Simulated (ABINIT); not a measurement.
Wanted: the native input for an ABINIT 10.8.3 (patched build) run.

```
Task                : band structure
Functional          : PBE
Potentials or basis : JTH PAW PBE v2.0
Cutoff              : 707 eV
k mesh              : 8 × 8 × 5
Occupations         : fermi-dirac, width 0.05 eV
Spin                : collinear spin, ferromagnetic start
Starting moments    : [0.0, 2.0, 0.0, 0.0] μB
Fine-grid cutoff    : 1306.15 eV
```

Crystal: TaVN2.

```
CELL_PARAMETERS angstrom
3.04987 0.00000 0.00000
0.00000 3.04987 0.00000
0.00000 0.00000 4.29606
ATOMIC_POSITIONS crystal
Ta 0.00000 0.00000 0.00000
V 0.50000 0.50000 0.50000
N 0.50000 0.50000 0.00000
N 0.00000 0.00000 0.50000
```

The cell comes from a database or a generator and needn't be the stable form of this composition.

These files were run (other wordings do the same):

run.abi

```
# Datasets: ground state, then fixed potential
ndtset 2

# Pseudopotentials
pp_dirpath "./"
pseudos "Ta.GGA_PBE-JTH.xml, V.GGA_PBE-JTH.xml, N.GGA_PBE-JTH.xml"

# Structure
acell 3.049867 3.049867 4.296062 Angstrom
rprim
     1.0000000000     0.0000000000     0.0000000000
     0.0000000000     1.0000000000     0.0000000000
     0.0000000000     0.0000000000     1.0000000000
ntypat 3
znucl 73 23 7
natom 4
typat 1 2 3 3
xred
     0.0000000000     0.0000000000     0.0000000000
     0.5000000000     0.5000000000     0.5000000000
     0.5000000000     0.5000000000     0.0000000000
     0.0000000000     0.0000000000     0.5000000000

# Plane-wave basis
ecut 26.0
pawecutdg 48.0
pawxcdev 0

# Exchange and correlation
ixc 11

# Bands and occupations
occopt 3
tsmear 0.05 eV

# Spin
nsppol 2
spinat
     0.0000000000     0.0000000000     0.0000000000
     0.0000000000     0.0000000000     2.0000000000
     0.0000000000     0.0000000000     0.0000000000
     0.0000000000     0.0000000000     0.0000000000

# SCF cycle
nstep 100

# Output
iomode 3
prtwf 0
prteig 0
prtebands 0
enunit 1
prtden1 1
prtvha1 1
prtvclmb1 1
prtpot1 1

# Dataset 1
kptopt1 1
ngkpt1 8 8 5
nshiftk1 1
shiftk1 0.0 0.0 0.0
nband1 23
tolvrs1 1.0e-9

# Dataset 2: bands along G-X-M-G-Z-R-A-Z
iscf2 -2
getden2 1
nband2 29
nbdbuf2 4
tolwfr2 1.0e-11
kptopt2 -7
ndivsm2 8
prteig2 1
kptbounds2
     0.0000000000     0.0000000000     0.0000000000
     0.0000000000     0.5000000000     0.0000000000
     0.5000000000     0.5000000000     0.0000000000
     0.0000000000     0.0000000000     0.0000000000
     0.0000000000     0.0000000000     0.5000000000
     0.0000000000     0.5000000000     0.5000000000
     0.5000000000     0.5000000000     0.5000000000
     0.0000000000     0.0000000000     0.5000000000
```

Potentials or basis: JTH PAW PBE v2.0.

Run with:

```sh
$ abinit run.abi > log 2>&1
```

It gave:

```yaml
Pressure: -0.3 GPa
Band_gap_on_the_k_mesh: none (metal or under the smearing width)
Net_moment: 1.15 μB per cell
Site_moments: Ta -0.05; V +1.06; N +0.01 μB
Valence_electrons_inside_the_program's_atomic_spheres: Ta 10.74; V 11.24; N 2.59, 2.56
```

Caveat: spin-orbit coupling is left out, which moves the levels of the heavy elements.

It took 7.4 min on 1 thread of Arm Neoverse V1 (shared host), peak memory 0.28 GiB.
